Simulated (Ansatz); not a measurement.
# AlB2H5O: up Jacob's ladder to CCSD(T)

An exercise on one series of results from a longer session: the logs are not shown, and one member is left open.

Computed with Ansatz 0.2.0, Gaussian basis. Level: functionals in def2-TZVPP, the program's frozen cores in correlated methods.

Levels to be run: LDA (SPW92), PBE-D4, revPBE-D4, BLYP-D4, r2SCAN-D4, B97M-V, PBE0-D4, B3LYP-D4, r2SCANh-D4, r2SCAN0-D4, HSE06-D4, BHLYP-D4, CAM-B3LYP-D4, LC-ωPBE, ωB97X-V, ωB97M-V, B2PLYP, PBE-QIDH; CCSD(T)/def2-SVP; CCSD(T)/def2-TZVPP; MP2/def2-QZVPP; extrapolation to the limit; RPA on PBE.

## Structure used throughout

All runs share one geometry, relaxed beforehand with PBE0-D4 in a triple-zeta def2 set.

SMILES `BB[O][AlH2]`, 9 atoms, charge 0, spin multiplicity 1.

Atoms are counted from 1 here; the program's logs count them from 0.

Bond lengths: B1–B2 1.674 Å, B1–H5 1.200 Å, B1–H6 1.201 Å, B2–O3 1.342 Å, B2–H7 1.218 Å, O3–Al4 1.683 Å, Al4–H8 1.577 Å, Al4–H9 1.577 Å. Angles: B2–B1–H5 122.1°, B2–B1–H6 122.1°, H5–B1–H6 115.7°, B1–B2–O3 125.8°, B1–B2–H7 116.6°, O3–B2–H7 117.6°, B2–O3–Al4 177.5°, O3–Al4–H8 117.2°, O3–Al4–H9 117.2°, H8–Al4–H9 125.6°.

Set-up of the first run:

File in.yaml:

```yaml
crystal:
  periodic: [false, false, false]
  atoms:
    - {symbol: B, position_ang: [-1.005165, 1.769699, -0.112507]}
    - {symbol: B, position_ang: [0.381238, 0.848403, 0.068104]}
    - {symbol: O, position_ang: [0.440553, -0.491870, 0.047324]}
    - {symbol: Al, position_ang: [0.586139, -2.168223, 0.037333]}
    - {symbol: H, position_ang: [-1.364392, 2.178525, -1.182559]}
    - {symbol: H, position_ang: [-1.655431, 2.133873, 0.828661]}
    - {symbol: H, position_ang: [1.423590, 1.457255, 0.232726]}
    - {symbol: H, position_ang: [0.843364, -2.861144, -1.355545]}
    - {symbol: H, position_ang: [0.438602, -2.912818, 1.419464]}
basis:
  gaussian: {orbitals: def2-TZVPP}
hamiltonian: {xc: lda}
output: {orbitals: {seedname: orbitals}}
```

The run is started by

```console
$ ansatz run in.yaml --threads 2 --pin off --events-out ev --progress --plain --max-ram 4352MiB
```

Among the steps run: LDA; PBE-D4 (GGA); revPBE-D4 (GGA); BLYP-D4 (GGA); r2SCAN-D4 (meta-GGA); B97M-V (meta-GGA); B3LYP-D4 (hybrid); r2SCANh-D4 (hybrid); r2SCAN0-D4 (hybrid); HSE06-D4 (hybrid); BHLYP-D4 (hybrid); CAM-B3LYP-D4 (range-separated); LC-ωPBE (range-separated); ωB97X-V (range-separated); ωB97M-V (range-separated); B2PLYP (double hybrid); PBE-QIDH (double hybrid).

One of the session's tables, all rows but one given; the rest of the session is left out.

It belongs to the step «Frontier levels by functional». 

| functional | HOMO (eV) | LUMO (eV) | gap (eV) |
| --- | --- | --- | --- |
| LDA (SPW92) | -6.12 | -3.12 | 3.00 |
| PBE-D4 | -6.02 | -2.81 | 3.21 |
| revPBE-D4 | -5.97 | -2.68 | 3.29 |
| BLYP-D4 | -5.94 | -2.65 | 3.29 |
| r2SCAN-D4 | -6.25 | -2.39 | 3.86 |
| B97M-V | -6.37 | -2.56 | 3.81 |
| PBE0-D4 | -7.30 | -1.75 | 5.54 |
| B3LYP-D4 | -7.12 | -1.98 | 5.14 |
| r2SCANh-D4 | -6.73 | -2.03 | 4.70 |
| r2SCAN0-D4 | ? | ? | ? |
| HSE06-D4 | -6.89 | -2.14 | 4.76 |
| BHLYP-D4 | -8.57 | -0.71 | 7.86 |
| CAM-B3LYP-D4 | -8.72 | -0.66 | 8.06 |
| LC-ωPBE | -10.05 | 0.58 | 10.63 |
| ωB97X-V | -9.71 | 0.45 | 10.15 |
| ωB97M-V | -9.57 | 0.13 | 9.71 |

**Question.** Estimate the row for r2SCAN0-D4.

Worked estimate for «HOMO (eV)». Against the share of exact exchange, r2SCAN-D4 (0, -6.25), r2SCANh-D4 (0.1, -6.73) give a slope of -4.80 per unit share; at 0.25 the line stands at -7.45.

As computed: HOMO (eV): -7.46; LUMO (eV): -1.51; gap (eV): 5.95. In «HOMO (eV)» the line misses by +0.01.
